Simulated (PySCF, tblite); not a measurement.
**C5H4Cl2O: geometry, infrared bands and NMR shifts**

What infrared bands and NMR shifts should C5H4Cl2O (`C#C[C@H](C=O)C(Cl)Cl`) show?

Computed with tblite 0.8.0 and PySCF 2.14.0, with density-fitted response routines of our own, on a single molecule in the gas phase. Atoms are numbered from 0 throughout.

**1. The molecule as given**

12 atoms, charge 0, multiplicity 1; geometry from: force field or distance geometry start.

Bonds of the start (Å): C0–C1 1.22, C1–C2 1.46, C2–C3 1.52, C3–O4 1.23, C2–C5 1.54, C5–Cl6 1.79, C5–Cl7 1.79, C0–H8 1.06, C2–H9 1.10, C3–H10 1.10, C5–H11 1.09.

**2. Geometry optimisation with GFN2-xTB**

What the job is given:

```
{"job": {"kind": "relax", "xc": "GFN2-xTB", "basis": "xTB"}, "charge": 0, "multiplicity": 1}
C      2.212200    -1.144000    -0.022600
C      1.166400    -0.551500    -0.218000
C     -0.092900     0.157000    -0.442100
C      0.040200     1.625700    -0.082000
O     -0.901100     2.333600     0.265100
C     -1.313600    -0.449100     0.275100
Cl    -1.056100    -0.629800     2.039400
Cl    -1.716200    -2.050100    -0.405100
H      3.119100    -1.673200     0.150200
H     -0.292100     0.158400    -1.523700
H      1.041500     2.055900    -0.215400
H     -2.206200     0.166400     0.153100
```

On the command line:

```sh
$ OMP_NUM_THREADS=1 python probes_run.py task.json out
```

One launch serves the whole session: the jobs run in the order shown.

**Question.** This job is followed by: GFN2-xTB harmonic vibrations, gas phase; GIAO PBE0/pcSseg-1 NMR shielding, non-relativistic, gas phase. Predict these results of the whole session: strongest single infrared mode (GFN2-xTB); zero-point energy (GFN2-xTB); 13C shifts against TMS (PBE0/pcSseg-1); 1H shifts against TMS (PBE0/pcSseg-1); 17O shifts against H2O (PBE0/pcSseg-1); 35Cl shifts against HCl (PBE0/pcSseg-1).

As calculated:

| quantity | value |
| --- | --- |
| strongest single infrared mode (GFN2-xTB) | 1798 cm⁻¹, 256 km/mol |
| zero-point energy (GFN2-xTB) | 45.3 kcal/mol |
| 13C shifts against TMS (PBE0/pcSseg-1) | 199.9, 85.5, 84.8, 80.2, 60.5 ppm |
| 1H shifts against TMS (PBE0/pcSseg-1) | 9.68, 6.47, 3.62, 2.03 ppm |
| 17O shifts against H2O (PBE0/pcSseg-1) | 690.7 ppm |
| 35Cl shifts against HCl (PBE0/pcSseg-1) | 271, 266 ppm |

In words: Relaxing lowered the energy by 0.109 eV in 44 steps; the close pair that moved most is C3–O4, from 1.228 to 1.194 Å. No mode is imaginary among the 30: a minimum at this level. The strongest single mode, at 1798 cm⁻¹, moves mainly C3 and O4. GFN2-xTB is a fitted tight-binding method: band positions and strengths are rough. Its intensities can rank the bands wrongly. C5 stands next to heavy halogen, whose spin-orbit shielding this run leaves out, so the computed shift lies too far downfield, most of all for carbon beside Br or I. The most deshielded carbon is C3 (aldehyde carbonyl carbon), at 199.9 ppm: the double bond to the heteroatom, with no lone-pair donor beside it, deshields it most. H10 (hydrogen on an aldehyde carbonyl carbon) lies farthest downfield among hydrogen, at 9.68 ppm; the C=O anisotropy and electron withdrawal place aldehyde protons far downfield. At PBE0/pcSseg-1: The widest tensor belongs to O4: span 1353 ppm, with a paramagnetic part of -751 ppm.
